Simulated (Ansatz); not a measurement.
# RuTe: the cost of one run

Program: Ansatz 0.2.0. Level of theory: DFT LDA without U, plane waves, PAW. These are calculated values, not measurements.

## (1) The structure to begin with

The structure is cubic, space group Pm-3m (No. 221). Conventional cell: a = 3.415 Å, b = 3.415 Å, c = 3.415 Å, α = 90.00°, β = 90.00°, γ = 90.00°. Ru (site symmetry m-3m) has 8 Te at 2.96 Å in its first shell of neighbours. Around Te (site symmetry m-3m) lie 8 Ru at 2.96 Å.

As a file:

```cif
data_structure
_symmetry_space_group_name_H-M 'Pm-3m'
_symmetry_Int_Tables_number 221
_cell_length_a 3.4154
_cell_length_b 3.4154
_cell_length_c 3.4154
_cell_angle_alpha 90.000
_cell_angle_beta 90.000
_cell_angle_gamma 90.000
_cell_volume 39.84
loop_
_atom_site_label
_atom_site_type_symbol
_atom_site_symmetry_multiplicity
_atom_site_Wyckoff_symbol
_atom_site_fract_x
_atom_site_fract_y
_atom_site_fract_z
_atom_site_occupancy
Ru1 Ru 1 a 0.00000 0.00000 0.00000 1
Te1 Te 1 b 0.50000 0.50000 0.50000 1
```

An earlier series on this cell reached its lowest free state from «ferromagnetic start, free, symmetry kept, no search», perhaps among other starts.

## (2) Ferrimagnetic site moments held at first, then free

The input, input.yaml:

```yaml
crystal:
  lattice:
    - [3.41538461, 0.0, 0.0]
    - [0.0, 3.41538461, 0.0]
    - [0.0, 0.0, 6.83076922]
  atoms:
    - { symbol: Ru, position: [0.0, 0.0, 0.0], spin: 0.63 }
    - { symbol: Te, position: [0.5, 0.5, 0.25] }
    - { symbol: Ru, position: [0.0, 0.0, 0.5], spin: -0.25 }
    - { symbol: Te, position: [0.5, 0.5, 0.75] }
basis:
  ecutwfc: 420
  ecutrho_ratio: 4
kpoints:
  mp_grid: { grid: [6, 6, 3] }
hamiltonian:
  xc: lda
scf:
  occupations: { method: gaussian, width: 0.05 }
  lower_state_search: "off"
  max_iter: 150
output:
  forces: true
  stress: true
  eigenvalues: true
  populations: true
  hubbard: { sites: [{ site: 0, l: d }, { site: 2, l: d }] }
magnetization:
  spin_polarized: true
  spin_locking: { lock_spins: true, n_iters: 12 }
```

The lock is temporary (n_iters 12) and is released on the way.

The run is started by

```sh
ansatz run input.yaml --threads 2 --pin off --max-ram 3072MiB --backend cpu --events-out ev --progress --plain --runs-dir out
```

What time and memory should one allow on 2 threads of Arm Neoverse N1, shared host?

About 21 s, with a peak of 0.46 GiB.
